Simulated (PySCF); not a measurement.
# Ru: excitation energy in aug-cc-pVTZ-DK

Each state of ruthenium is computed at each level; their differences give the excitation energy. How far do the methods differ?

The numbers are computed with PySCF 2.14.0 (unrestricted determinants in a Gaussian basis, no spin-orbit coupling in the energies), except any that are marked as measured or tabulated.

## 1. The system

* Element: ruthenium (Z = 44)
* Basis: aug-cc-pVTZ-DK
* Hamiltonian: the spin-free X2C one-electron Hamiltonian (Gaussian nucleus)
* State 1: Ru: [Kr] 4d7 5p1, one real determinant (an excited configuration)
* Needed too, but not shown: Ru [Kr] 4d7 5s1 (5F)
* Methods: UHF, LDA, PBE, PBE0, r2SCAN, r2SCANh, wB97X-V, BHandHLYP, MP2
* Core shells frozen in the correlated runs: valence: [Kr] (for Ru)

Outer shells as boxes (Hund's rule):

Ru [Kr] 4d7 5p1
```
[Kr] core
4d [↑↓][↑↓][↑ ][↑ ][↑ ]
5p [↑ ][  ][  ]
```

The runs were made by one driver on top of PySCF. The scripts below sum up each run's settings (the driver also hands on starting orbitals that pick excited configurations, and frozen orbitals as a list rather than a count), and the logs come from the driver's own runs. The driver starts from symmetry-adapted Hartree-Fock orbitals, holds the occupation by maximum overlap and uses a logarithmic radial grid for functionals, so a plain start would take other cycles.

The integrals over 102 functions and the set-up took 14 s of CPU time.

## 2. Ru [Kr] 4d7 5p1

**UHF**

input.py reads:

```python
from pyscf import gto, scf, dft, mp, cc
import basis_set_exchange as bse
mol = gto.M(atom="Ru 0 0 0", charge=0, spin=4, symmetry="D2h",
            basis=gto.basis.parse(bse.get_basis("aug-cc-pVTZ-DK", elements=["Ru"], fmt="nwchem")),
            nucmod="G")
mf = scf.UHF(mol).sfx2c1e()
mf.irrep_nelec = {'Ag': (8, 7), 'B1g': (2, 2), 'B2g': (2, 1), 'B3g': (2, 1), 'B1u': (3, 3), 'B2u': (4, 3), 'B3u': (3, 3)}
mf.kernel()
```

The log of the run:

```text
damping factor = 0
level_shift factor = 0
DIIS = <class 'pyscf.scf.diis.CDIIS'>
diis_start_cycle = 1
diis_space = 10
diis_damp = 0
SCF conv_tol = 1e-09
SCF conv_tol_grad = None
number electrons alpha = 24  beta = 20
cycle= 1 E= -4527.74604574862  delta_E= -0.00776  |g|= 0.0347  |ddm|= 0.054
cycle= 2 E= -4527.74652406954  delta_E= -0.000478  |g|= 0.00985  |ddm|= 0.0202
cycle= 3 E= -4527.74667155068  delta_E= -0.000147  |g|= 0.00517  |ddm|= 0.0183
cycle= 4 E= -4527.74672955025  delta_E= -5.8e-05  |g|= 0.00435  |ddm|= 0.0094
cycle= 5 E= -4527.74688306254  delta_E= -0.000154  |g|= 0.00294  |ddm|= 0.0323
cycle= 6 E= -4527.74697963104  delta_E= -9.66e-05  |g|= 0.00133  |ddm|= 0.038
cycle= 7 E= -4527.74699476363  delta_E= -1.51e-05  |g|= 0.000766  |ddm|= 0.0151
cycle= 8 E= -4527.74699874228  delta_E= -3.98e-06  |g|= 0.000525  |ddm|= 0.00578
cycle= 9 E= -4527.74700143177  delta_E= -2.69e-06  |g|= 0.000328  |ddm|= 0.00566
cycle= 10 E= -4527.74700244626  delta_E= -1.01e-06  |g|= 0.000236  |ddm|= 0.00302
cycle= 11 E= -4527.7470032338  delta_E= -7.88e-07  |g|= 0.000122  |ddm|= 0.00333
cycle= 12 E= -4527.74700347093  delta_E= -2.37e-07  |g|= 3.44e-05  |ddm|= 0.00264
cycle= 13 E= -4527.74700347957  delta_E= -8.64e-09  |g|= 1.36e-05  |ddm|= 0.000448
cycle= 14 E= -4527.74700348068  delta_E= -1.11e-09  |g|= 6.9e-06  |ddm|= 0.00011
cycle= 15 E= -4527.74700348098  delta_E= -2.97e-10  |g|= 2.49e-06  |ddm|= 5.08e-05
converged SCF energy = -4527.74700348098  <S^2> = 6.0132134  2S+1 = 5.0052826
```

CPU time 4.8 s on a shared host, the integrals not counted.

The occupied shells:

```tsv
shell	electrons	mean orbital energy (eV)	spread (eV)	rms radius (bohr)
1s β	1	-22233.7	0	0.0384
1s α	1	-22233.6	0	0.0384
2s α	1	-3278.3	0	0.158
2s β	1	-3277.6	0	0.158
2p α	3	-2930.8	0.062	0.140
2p β	3	-2930.1	0.014	0.140
3s α	1	-613.04	0	0.428
3s β	1	-612.68	0	0.428
3p α	3	-495.64	0.113	0.432
3p β	3	-495.18	0.052	0.432
3d α	5	-306.67	0.319	0.418
3d β	5	-305.63	0.985	0.418
4s α	1	-97.627	0	1.10
4s β	1	-93.126	0	1.10
4p α	3	-63.174	0.202	1.22
4p β	3	-57.283	0.344	1.22
4d α	5	-13.326	1.103	1.80
4d β	2	-11.021	0.132	1.80
5p α	1	-3.400	0	5.72
```

⟨S²⟩ = 6.013, ⟨L²⟩ = 14.01.

Spin-orbit constants on these orbitals (cm⁻¹; bare nucleus, screened nucleus, mean field): 4d 1336, 1032, n/a; 5p 450.4, 429.9, n/a. To first order in LS coupling the lowest level has J = 6 and lies 0.165 eV below the centre of the term.

⟨L²⟩ = 14.01 against 20 for a pure G term, so this real determinant mixes terms.

**LDA**

input.py, as changed from the run before:

```diff
@@ -5,3 +5,3 @@
             nucmod="G")
-mf = scf.UHF(mol).sfx2c1e()
+mf = dft.UKS(mol, xc="LDA,VWN").sfx2c1e()
 mf.irrep_nelec = {'Ag': (8, 7), 'B1g': (2, 2), 'B2g': (2, 1), 'B3g': (2, 1), 'B1u': (3, 3), 'B2u': (4, 3), 'B3u': (3, 3)}
```

The log of the run:

```text
damping factor = 0
level_shift factor = 0
DIIS = <class 'pyscf.scf.diis.CDIIS'>
diis_start_cycle = 1
diis_space = 10
diis_damp = 0
SCF conv_tol = 1e-09
SCF conv_tol_grad = None
number electrons alpha = 24  beta = 20
XC functionals = LDA,VWN
    P. A. M. Dirac.,  Math. Proc. Cambridge Philos. Soc. 26, 376 (1930)
    F. Bloch.,  Z. Phys. 57, 545 (1929)
    S. H. Vosko, L. Wilk, and M. Nusair.,  Can. J. Phys. 58, 1200 (1980)
cycle= 1 E= -4525.00929932521  delta_E= -0.0239  |g|= 0.104  |ddm|= 0.703
cycle= 2 E= -4525.00616645982  delta_E= 0.00313  |g|= 0.138  |ddm|= 0.276
cycle= 3 E= -4525.01146341313  delta_E= -0.0053  |g|= 0.0187  |ddm|= 0.196
cycle= 4 E= -4525.01156059289  delta_E= -9.72e-05  |g|= 0.00456  |ddm|= 0.0174
cycle= 5 E= -4525.01156541592  delta_E= -4.82e-06  |g|= 0.00264  |ddm|= 0.00542
cycle= 6 E= -4525.01156723781  delta_E= -1.82e-06  |g|= 0.00115  |ddm|= 0.00415
cycle= 7 E= -4525.01156778888  delta_E= -5.51e-07  |g|= 0.000319  |ddm|= 0.00208
cycle= 8 E= -4525.01156783115  delta_E= -4.23e-08  |g|= 8.94e-05  |ddm|= 0.000518
cycle= 9 E= -4525.01156783692  delta_E= -5.77e-09  |g|= 3.27e-05  |ddm|= 0.000281
cycle= 10 E= -4525.01156783824  delta_E= -1.32e-09  |g|= 3.2e-06  |ddm|= 0.00025
cycle= 11 E= -4525.01156783824  delta_E= -7.28e-12  |g|= 1.67e-07  |ddm|= 2.23e-05
converged SCF energy = -4525.01156783824  <S^2> = 6.0028039  2S+1 = 5.0011214
```

It used 2.7 s of CPU time after the integrals (shared host).

**PBE**

input.py, as changed from the run before:

```diff
@@ -5,3 +5,3 @@
             nucmod="G")
-mf = dft.UKS(mol, xc="LDA,VWN").sfx2c1e()
+mf = dft.UKS(mol, xc="PBE").sfx2c1e()
 mf.irrep_nelec = {'Ag': (8, 7), 'B1g': (2, 2), 'B2g': (2, 1), 'B3g': (2, 1), 'B1u': (3, 3), 'B2u': (4, 3), 'B3u': (3, 3)}
```

The log of the run:

```text
damping factor = 0
level_shift factor = 0
DIIS = <class 'pyscf.scf.diis.CDIIS'>
diis_start_cycle = 1
diis_space = 10
diis_damp = 0
SCF conv_tol = 1e-09
SCF conv_tol_grad = None
number electrons alpha = 24  beta = 20
XC functionals = PBE
    J. P. Perdew, K. Burke, and M. Ernzerhof.,  Phys. Rev. Lett. 77, 3865 (1996)
    J. P. Perdew, K. Burke, and M. Ernzerhof.,  Phys. Rev. Lett. 78, 1396 (1997)
    J. P. Perdew, K. Burke, and M. Ernzerhof.,  Phys. Rev. Lett. 77, 3865 (1996)
    J. P. Perdew, K. Burke, and M. Ernzerhof.,  Phys. Rev. Lett. 78, 1396 (1997)
cycle= 1 E= -4529.6848400598  delta_E= -0.0173  |g|= 0.072  |ddm|= 0.504
cycle= 2 E= -4529.68384989883  delta_E= 0.00099  |g|= 0.0897  |ddm|= 0.16
cycle= 3 E= -4529.68593273074  delta_E= -0.00208  |g|= 0.015  |ddm|= 0.0702
cycle= 4 E= -4529.68600800321  delta_E= -7.53e-05  |g|= 0.0031  |ddm|= 0.0225
cycle= 5 E= -4529.68601147134  delta_E= -3.47e-06  |g|= 0.00125  |ddm|= 0.00383
cycle= 6 E= -4529.68601313532  delta_E= -1.66e-06  |g|= 0.000426  |ddm|= 0.00769
cycle= 7 E= -4529.68601320513  delta_E= -6.98e-08  |g|= 5.8e-05  |ddm|= 0.000933
cycle= 8 E= -4529.68601320736  delta_E= -2.24e-09  |g|= 2.41e-05  |ddm|= 0.000291
cycle= 9 E= -4529.68601320804  delta_E= -6.79e-10  |g|= 1.14e-05  |ddm|= 0.000103
converged SCF energy = -4529.68601320804  <S^2> = 6.0067021  2S+1 = 5.0026801
```

CPU time 4 s on a shared host, the integrals not counted.

**PBE0**

input.py, as changed from the run before:

```diff
@@ -5,3 +5,3 @@
             nucmod="G")
-mf = dft.UKS(mol, xc="PBE").sfx2c1e()
+mf = dft.UKS(mol, xc="PBE0").sfx2c1e()
 mf.irrep_nelec = {'Ag': (8, 7), 'B1g': (2, 2), 'B2g': (2, 1), 'B3g': (2, 1), 'B1u': (3, 3), 'B2u': (4, 3), 'B3u': (3, 3)}
```

The log of the run:

```text
damping factor = 0
level_shift factor = 0
DIIS = <class 'pyscf.scf.diis.CDIIS'>
diis_start_cycle = 1
diis_space = 10
diis_damp = 0
SCF conv_tol = 1e-09
SCF conv_tol_grad = None
number electrons alpha = 24  beta = 20
XC functionals = PBE0
    C. Adamo and V. Barone.,  J. Chem. Phys. 110, 6158 (1999)
    M. Ernzerhof and G. E. Scuseria.,  J. Chem. Phys. 110, 5029 (1999)
cycle= 1 E= -4529.75299794185  delta_E= -0.0107  |g|= 0.0303  |ddm|= 0.318
cycle= 2 E= -4529.75348906573  delta_E= -0.000491  |g|= 0.0145  |ddm|= 0.111
cycle= 3 E= -4529.75361379882  delta_E= -0.000125  |g|= 0.00821  |ddm|= 0.0404
cycle= 4 E= -4529.75369165195  delta_E= -7.79e-05  |g|= 0.00335  |ddm|= 0.0265
cycle= 5 E= -4529.75377724401  delta_E= -8.56e-05  |g|= 0.00226  |ddm|= 0.0367
cycle= 6 E= -4529.75383682859  delta_E= -5.96e-05  |g|= 0.000809  |ddm|= 0.0444
cycle= 7 E= -4529.75384042103  delta_E= -3.59e-06  |g|= 0.000389  |ddm|= 0.00987
cycle= 8 E= -4529.75384197017  delta_E= -1.55e-06  |g|= 0.000293  |ddm|= 0.00416
cycle= 9 E= -4529.75384351125  delta_E= -1.54e-06  |g|= 7.4e-05  |ddm|= 0.00779
cycle= 10 E= -4529.75384362142  delta_E= -1.1e-07  |g|= 2.07e-05  |ddm|= 0.00226
cycle= 11 E= -4529.75384362533  delta_E= -3.91e-09  |g|= 6.95e-06  |ddm|= 0.000291
cycle= 12 E= -4529.75384362574  delta_E= -4.07e-10  |g|= 1.05e-06  |ddm|= 0.000178
converged SCF energy = -4529.75384362574  <S^2> = 6.0069088  2S+1 = 5.0027628
```

CPU time 7 s on a shared host, the integrals not counted.

**r2SCAN**

input.py, as changed from the run before:

```diff
@@ -5,3 +5,3 @@
             nucmod="G")
-mf = dft.UKS(mol, xc="PBE0").sfx2c1e()
+mf = dft.UKS(mol, xc="R2SCAN").sfx2c1e()
 mf.irrep_nelec = {'Ag': (8, 7), 'B1g': (2, 2), 'B2g': (2, 1), 'B3g': (2, 1), 'B1u': (3, 3), 'B2u': (4, 3), 'B3u': (3, 3)}
```

The log of the run:

```text
damping factor = 0
level_shift factor = 0
DIIS = <class 'pyscf.scf.diis.CDIIS'>
diis_start_cycle = 1
diis_space = 10
diis_damp = 0
SCF conv_tol = 1e-09
SCF conv_tol_grad = None
number electrons alpha = 24  beta = 20
XC functionals = R2SCAN
    J. W. Furness, A. D. Kaplan, J. Ning, J. P. Perdew, and J. Sun.,  J. Phys. Chem. Lett. 11, 8208-8215 (2020)
    J. W. Furness, A. D. Kaplan, J. Ning, J. P. Perdew, and J. Sun.,  J. Phys. Chem. Lett. 11, 9248-9248 (2020)
    J. W. Furness, A. D. Kaplan, J. Ning, J. P. Perdew, and J. Sun.,  J. Phys. Chem. Lett. 11, 8208-8215 (2020)
    J. W. Furness, A. D. Kaplan, J. Ning, J. P. Perdew, and J. Sun.,  J. Phys. Chem. Lett. 11, 9248-9248 (2020)
cycle= 1 E= -4530.07201505605  delta_E= -0.0137  |g|= 0.0503  |ddm|= 0.374
cycle= 2 E= -4530.07231587789  delta_E= -0.000301  |g|= 0.0419  |ddm|= 0.112
cycle= 3 E= -4530.07272176762  delta_E= -0.000406  |g|= 0.0151  |ddm|= 0.0414
cycle= 4 E= -4530.07283124112  delta_E= -0.000109  |g|= 0.00313  |ddm|= 0.0221
cycle= 5 E= -4530.07288036024  delta_E= -4.91e-05  |g|= 0.00162  |ddm|= 0.0325
cycle= 6 E= -4530.07288948651  delta_E= -9.13e-06  |g|= 0.000822  |ddm|= 0.0114
cycle= 7 E= -4530.07289582641  delta_E= -6.34e-06  |g|= 0.000712  |ddm|= 0.0132
cycle= 8 E= -4530.07289816658  delta_E= -2.34e-06  |g|= 0.000225  |ddm|= 0.012
cycle= 9 E= -4530.07289821719  delta_E= -5.06e-08  |g|= 4.34e-05  |ddm|= 0.0015
cycle= 10 E= -4530.07289821823  delta_E= -1.03e-09  |g|= 4.84e-06  |ddm|= 0.000142
cycle= 11 E= -4530.07289821824  delta_E= -1.82e-11  |g|= 1.1e-06  |ddm|= 4.85e-05
converged SCF energy = -4530.07289821824  <S^2> = 6.0368861  2S+1 = 5.0147327
```

It used 10 s of CPU time after the integrals (shared host).

**r2SCANh**

input.py, as changed from the run before:

```diff
@@ -5,3 +5,3 @@
             nucmod="G")
-mf = dft.UKS(mol, xc="R2SCAN").sfx2c1e()
+mf = dft.UKS(mol, xc="HYB_MGGA_XC_R2SCANH").sfx2c1e()
 mf.irrep_nelec = {'Ag': (8, 7), 'B1g': (2, 2), 'B2g': (2, 1), 'B3g': (2, 1), 'B1u': (3, 3), 'B2u': (4, 3), 'B3u': (3, 3)}
```

The log of the run:

```text
damping factor = 0
level_shift factor = 0
DIIS = <class 'pyscf.scf.diis.CDIIS'>
diis_start_cycle = 1
diis_space = 10
diis_damp = 0
SCF conv_tol = 1e-09
SCF conv_tol_grad = None
number electrons alpha = 24  beta = 20
XC functionals = HYB_MGGA_XC_R2SCANH
    M. Bursch, H. Neugebauer, S. Ehlert, and S. Grimme.,  J. Chem. Phys. 156, 134105 (2022)
cycle= 1 E= -4530.06272331685  delta_E= -0.012  |g|= 0.039  |ddm|= 0.328
cycle= 2 E= -4530.06323405295  delta_E= -0.000511  |g|= 0.0243  |ddm|= 0.102
cycle= 3 E= -4530.06342310048  delta_E= -0.000189  |g|= 0.0114  |ddm|= 0.0334
cycle= 4 E= -4530.06352358509  delta_E= -0.0001  |g|= 0.00354  |ddm|= 0.023
cycle= 5 E= -4530.06360766903  delta_E= -8.41e-05  |g|= 0.00197  |ddm|= 0.0362
cycle= 6 E= -4530.0636325508  delta_E= -2.49e-05  |g|= 0.000478  |ddm|= 0.0266
cycle= 7 E= -4530.06363430533  delta_E= -1.75e-06  |g|= 0.000421  |ddm|= 0.00448
cycle= 8 E= -4530.06363618362  delta_E= -1.88e-06  |g|= 0.000195  |ddm|= 0.00697
cycle= 9 E= -4530.06363679209  delta_E= -6.08e-07  |g|= 0.000112  |ddm|= 0.00548
cycle= 10 E= -4530.06363682698  delta_E= -3.49e-08  |g|= 1.52e-05  |ddm|= 0.0014
cycle= 11 E= -4530.06363682736  delta_E= -3.75e-10  |g|= 4.41e-06  |ddm|= 0.000193
converged SCF energy = -4530.06363682736  <S^2> = 6.0283061  2S+1 = 5.0113096
```

It used 12 s of CPU time after the integrals (shared host).

**wB97X-V**

input.py, as changed from the run before:

```diff
@@ -5,3 +5,3 @@
             nucmod="G")
-mf = dft.UKS(mol, xc="HYB_MGGA_XC_R2SCANH").sfx2c1e()
+mf = dft.UKS(mol, xc="WB97X_V").sfx2c1e()
 mf.irrep_nelec = {'Ag': (8, 7), 'B1g': (2, 2), 'B2g': (2, 1), 'B3g': (2, 1), 'B1u': (3, 3), 'B2u': (4, 3), 'B3u': (3, 3)}
```

The log of the run:

```text
damping factor = 0
level_shift factor = 0
DIIS = <class 'pyscf.scf.diis.CDIIS'>
diis_start_cycle = 1
diis_space = 10
diis_damp = 0
SCF conv_tol = 1e-09
SCF conv_tol_grad = None
number electrons alpha = 24  beta = 20
XC functionals = WB97X_V
    N. Mardirossian and M. Head-Gordon.,  Phys. Chem. Chem. Phys. 16, 9904-9924 (2014)
NLC functional = WB97X_V
cycle= 1 E= -4529.78976972345  delta_E= -0.00962  |g|= 0.029  |ddm|= 0.318
cycle= 2 E= -4529.79046151713  delta_E= -0.000692  |g|= 0.00911  |ddm|= 0.0526
cycle= 3 E= -4529.790707482  delta_E= -0.000246  |g|= 0.00574  |ddm|= 0.0379
cycle= 4 E= -4529.79094815367  delta_E= -0.000241  |g|= 0.00414  |ddm|= 0.056
cycle= 5 E= -4529.79107179546  delta_E= -0.000124  |g|= 0.00361  |ddm|= 0.0333
cycle= 6 E= -4529.79120510643  delta_E= -0.000133  |g|= 0.00246  |ddm|= 0.0418
cycle= 7 E= -4529.79131907513  delta_E= -0.000114  |g|= 0.00107  |ddm|= 0.0571
cycle= 8 E= -4529.79133101542  delta_E= -1.19e-05  |g|= 0.000797  |ddm|= 0.0142
cycle= 9 E= -4529.79133936461  delta_E= -8.35e-06  |g|= 0.000577  |ddm|= 0.0104
cycle= 10 E= -4529.79134531122  delta_E= -5.95e-06  |g|= 0.000347  |ddm|= 0.0111
cycle= 11 E= -4529.79134747879  delta_E= -2.17e-06  |g|= 0.000232  |ddm|= 0.00654
cycle= 12 E= -4529.79134869977  delta_E= -1.22e-06  |g|= 9.46e-05  |ddm|= 0.00597
cycle= 13 E= -4529.79134887861  delta_E= -1.79e-07  |g|= 2.16e-05  |ddm|= 0.00307
cycle= 14 E= -4529.79134888139  delta_E= -2.78e-09  |g|= 8.13e-06  |ddm|= 0.000364
cycle= 15 E= -4529.79134888178  delta_E= -3.94e-10  |g|= 4.41e-06  |ddm|= 9.92e-05
converged SCF energy = -4529.79134888178  <S^2> = 6.0083909  2S+1 = 5.0033552
```

CPU time 24 s on a shared host, the integrals not counted.

**BHandHLYP**

input.py, as changed from the run before:

```diff
@@ -5,3 +5,3 @@
             nucmod="G")
-mf = dft.UKS(mol, xc="WB97X_V").sfx2c1e()
+mf = dft.UKS(mol, xc="BHANDHLYP").sfx2c1e()
 mf.irrep_nelec = {'Ag': (8, 7), 'B1g': (2, 2), 'B2g': (2, 1), 'B3g': (2, 1), 'B1u': (3, 3), 'B2u': (4, 3), 'B3u': (3, 3)}
```

The log of the run:

```text
damping factor = 0
level_shift factor = 0
DIIS = <class 'pyscf.scf.diis.CDIIS'>
diis_start_cycle = 1
diis_space = 10
diis_damp = 0
SCF conv_tol = 1e-09
SCF conv_tol_grad = None
number electrons alpha = 24  beta = 20
XC functionals = BHANDHLYP
    A. D. Becke.,  J. Chem. Phys. 98, 1372 (1993)
    Defined through Gaussian implementation.
cycle= 1 E= -4530.05802536965  delta_E= -0.0079  |g|= 0.0209  |ddm|= 0.263
cycle= 2 E= -4530.05842479046  delta_E= -0.000399  |g|= 0.00662  |ddm|= 0.0593
cycle= 3 E= -4530.05854191162  delta_E= -0.000117  |g|= 0.00493  |ddm|= 0.0351
cycle= 4 E= -4530.05860927211  delta_E= -6.74e-05  |g|= 0.00332  |ddm|= 0.0214
cycle= 5 E= -4530.05867807713  delta_E= -6.88e-05  |g|= 0.00262  |ddm|= 0.0226
cycle= 6 E= -4530.05877226664  delta_E= -9.42e-05  |g|= 0.00112  |ddm|= 0.0478
cycle= 7 E= -4530.05878412629  delta_E= -1.19e-05  |g|= 0.000574  |ddm|= 0.0173
cycle= 8 E= -4530.05878674188  delta_E= -2.62e-06  |g|= 0.000431  |ddm|= 0.00559
cycle= 9 E= -4530.05878954692  delta_E= -2.81e-06  |g|= 0.000215  |ddm|= 0.0073
cycle= 10 E= -4530.05879037445  delta_E= -8.28e-07  |g|= 9e-05  |ddm|= 0.00485
cycle= 11 E= -4530.05879049252  delta_E= -1.18e-07  |g|= 2.23e-05  |ddm|= 0.00182
cycle= 12 E= -4530.05879049757  delta_E= -5.05e-09  |g|= 3.18e-06  |ddm|= 0.000405
cycle= 13 E= -4530.05879049763  delta_E= -5.91e-11  |g|= 1.33e-06  |ddm|= 4.88e-05
converged SCF energy = -4530.05879049763  <S^2> = 6.0085283  2S+1 = 5.0034102
```

CPU time 7.8 s on a shared host, the integrals not counted.

**MP2 (valence)**

input.py, as changed from the run before:

```diff
@@ -5,4 +5,5 @@
             nucmod="G")
-mf = dft.UKS(mol, xc="BHANDHLYP").sfx2c1e()
+mf = scf.UHF(mol).sfx2c1e()
 mf.irrep_nelec = {'Ag': (8, 7), 'B1g': (2, 2), 'B2g': (2, 1), 'B3g': (2, 1), 'B1u': (3, 3), 'B2u': (4, 3), 'B3u': (3, 3)}
 mf.kernel()
+mp.UMP2(mf, frozen=18).kernel()
```

No log was kept for this step.

It used 1.4 s of CPU time after the integrals (shared host).

With 8 electrons correlated, the MP2 correlation energy is -0.17352 hartree (-0.07512 same spin, -0.09840 opposite spin); the SCS form gives -0.14312. Largest pairs of shells: 4d-4d -0.1590, 4d-5p -0.0146, 5p-5p 0.0000.

Radial density 4πr²ρ of Ru at UHF, without picture-change correction:

```tsv
r (bohr)	density	spin density
0.000739	0.884	0.000
0.00124	2.07	0.000
0.00209	4.72	0.000
0.00352	10.3	0.000
0.00591	20.8	-0.001
0.00995	36.9	-0.001
0.0167	52.7	-0.002
0.0281	54.6	-0.001
0.0473	47.2	0.000
0.0796	63.2	0.026
0.134	62.4	0.188
0.225	45.6	0.451
0.379	50.0	0.165
0.637	15.1	0.321
1.07	13.8	2.019
1.80	4.75	1.422
3.03	0.760	0.379
5.10	0.211	0.196
8.58	0.0478	0.048
14.4	0.00113	0.001
```

## 3. The energy differences

Excitation energy: Ru [Kr] 4d7 5s1 (5F) → Ru [Kr] 4d7 5p1 (high-spin determinant).

```tsv
method	value (eV)
UHF	2.966
LDA	3.674
PBE	3.526
PBE0	3.422
r2SCAN	3.538
r2SCANh	3.507
wB97X-V	3.312
BHandHLYP	3.336
MP2 (valence)	3.445
SCS-MP2 (valence)	3.313
```

A first-order spin-orbit estimate (lowest level to lowest level, LS coupling) adds 0.022 eV. The determinant of Ru mixes LS terms, which raises its energy at the Hartree-Fock and MP2 levels.

The differences also use runs on Ru [Kr] 4d7 5s1 (5F), which are not shown here.

## 4. Results

```
                            quantity                              value
excitation energy, Ru → [Kr] 4d7 5p1  UHF 2.966, MP2 (valence) 3.445 eV
```

**Reading.** The methods span 0.708 eV, from UHF (2.966) to LDA (3.674). No reference value is at hand in this session. All values hold for this basis alone; no basis-set limit was taken.
